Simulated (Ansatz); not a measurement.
# BrH₃OSi (SMILES O[SiH2]Br): energies and forces away from the minimum

The task here is to estimate one member of a computed series from the others.

The runs use Ansatz 0.2.0, Gaussian basis; single points with forces in def2-TZVPP.

Levels: PBE-D4, r2SCAN-D4, PBE0-D4, wB97M-V, Hartree-Fock, MP2, CCSD, CCSD(T). Each coordinate is moved by a Gaussian draw of the width named (0.7 of it for atoms other than hydrogen): 0.09, 0.02, 0.06, 0.04 Å.

Correlated methods freeze the cores. Filled d shells of the heavier atoms are correlated.

2 further runs of the same task are left out: 2 set aside as unsound or not needed.

## Starting geometry

SMILES `O[SiH2]Br`, 6 atoms, charge 0, spin multiplicity 1.

Atoms are counted from 1 here; the program's logs count them from 0.

Bond lengths: O1–Si2 1.612 Å, O1–H4 0.947 Å, Si2–Br3 2.198 Å, Si2–H5 1.479 Å, Si2–H6 1.474 Å. Angles: Si2–O1–H4 114.4°, O1–Si2–Br3 104.9°, O1–Si2–H5 111.4°, O1–Si2–H6 109.1°, Br3–Si2–H5 109.5°, Br3–Si2–H6 111.0°, H5–Si2–H6 110.8°.

Coordinates:

```
O    -1.2901   -0.1065   -0.0927
Si    0.2449    0.2056    0.2872
Br    1.4314   -0.9072   -1.1911
H    -1.4014   -0.6254   -0.8773
H     0.5447    1.6490    0.1742
H     0.5125   -0.2795    1.6536
```

Set-up of the first run:

The input, pre/in.yaml:

```yaml
crystal:
  periodic: [false, false, false]
  atoms:
    - {symbol: O, position_ang: [-1.290100, -0.106500, -0.092700]}
    - {symbol: Si, position_ang: [0.244900, 0.205600, 0.287200]}
    - {symbol: Br, position_ang: [1.431400, -0.907200, -1.191100]}
    - {symbol: H, position_ang: [-1.401400, -0.625400, -0.877300]}
    - {symbol: H, position_ang: [0.544700, 1.649000, 0.174200]}
    - {symbol: H, position_ang: [0.512500, -0.279500, 1.653600]}
basis:
  gaussian: {orbitals: def2-SVP}
hamiltonian: {xc: pbe, dispersion: d4}
relax: {f_tol: 0.03, max_steps: 250}
```

The command line of these runs was not kept.

Steps of the session up to this table: A first relaxation in a small basis; Finding the minimum; The minimum at every level; Structure 1, width 0.09 Å; Structure 2, width 0.02 Å; Structure 3, width 0.06 Å; Structure 4, width 0.04 Å.

One table of the session follows, with a row left open; its other results are not shown here.

```
   method  RMS force component (eV/Å)  angle to CCSD(T) forces (°)  dipole (D)
   PBE-D4                       1.636                          6.8        1.17
r2SCAN-D4                       1.573                          1.4        1.22
  PBE0-D4                           ?                            ?           ?
  wB97M-V                       1.550                          1.7        1.24
  CCSD(T)                       1.553                    reference        1.22
```

**Question.** Estimate the row for PBE0-D4.

**Answer.** RMS force component (eV/Å): 1.557; angle to CCSD(T) forces (°): 2.4; dipole (D): 1.22. In the column «RMS force component (eV/Å)» it lies between CCSD(T) (1.553) and r2SCAN-D4 (1.573).
